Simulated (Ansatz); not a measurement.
# Li3Si: the cost of one run

Program: Ansatz 0.2.0. Level of theory: DFT PBE, scalar-relativistic, plane waves, PAW. These are calculated values, not measurements.

### 1 The structure to begin with

Symmetry: P6_3/mcm, No. 193, hexagonal system. Conventional cell: a = 5.164 Å, b = 5.164 Å, c = 4.665 Å, α = 90.00°, β = 90.00°, γ = 120.00°. Li (site symmetry m2m) is surrounded by 2 Si at 1.99 Å. Si (site symmetry -3m) is surrounded by 6 Li at 1.99 Å.

Structure file:

```cif
data_structure
_symmetry_space_group_name_H-M 'P6_3/mcm'
_symmetry_Int_Tables_number 193
_cell_length_a 5.1642
_cell_length_b 5.1642
_cell_length_c 4.6653
_cell_angle_alpha 90.000
_cell_angle_beta 90.000
_cell_angle_gamma 120.000
_cell_volume 107.75
loop_
_atom_site_label
_atom_site_type_symbol
_atom_site_symmetry_multiplicity
_atom_site_Wyckoff_symbol
_atom_site_fract_x
_atom_site_fract_y
_atom_site_fract_z
_atom_site_occupancy
Li1 Li 6 g 0.31150 0.31150 0.25000 1
Si1 Si 2 b 0.00000 0.00000 0.00000 1
```

This is candidate A: RuBr3 type (P6_3/mcm, No. 193).

(A quick probe on a coarse mesh, which set the mesh and smearing, is not shown.)

### 3 Coarse relaxation (candidate A)

input.yaml

```yaml
crystal:
  lattice:
    - [5.1642239309, 0.0, 0.0]
    - [-2.5821119655, 4.472349115, 0.0]
    - [0.0, 0.0, 4.6653459722]
  atoms:
    - { symbol: Li, position: [0.3115, 0.3115, 0.25] }
    - { symbol: Li, position: [0.0, 0.3115, 0.75] }
    - { symbol: Li, position: [0.6885, 0.0, 0.25] }
    - { symbol: Li, position: [0.6885, 0.6885, 0.75] }
    - { symbol: Li, position: [0.0, 0.6885, 0.25] }
    - { symbol: Li, position: [0.3115, 0.0, 0.75] }
    - { symbol: Si, position: [0.0, 0.0, 0.0] }
    - { symbol: Si, position: [0.0, 0.0, 0.5] }
basis:
  ecutwfc: 420
kpoints:
  mp_grid: { grid: [6, 6, 4] }
hamiltonian:
  xc: pbe
scf:
  occupations: { method: gaussian, width: 0.1 }
  lower_state_search: "off"
output:
  forces: true
  stress: true
  eigenvalues: true
relax:
  adjacent_minimum: "off"
  f_tol: 0.04
  max_steps: 70
  cell: { stress_tol: 0.4 }
```

Command:

```sh
$ ansatz run input.yaml --threads 1 --pin off --max-ram 2560MiB --backend cpu --events-out ev --progress --plain --runs-dir out
```

What time and memory should one allow on 1 thread of AMD EPYC 7B13 (Zen 3), shared host?

About 24 s, with a peak of 0.43 GiB.
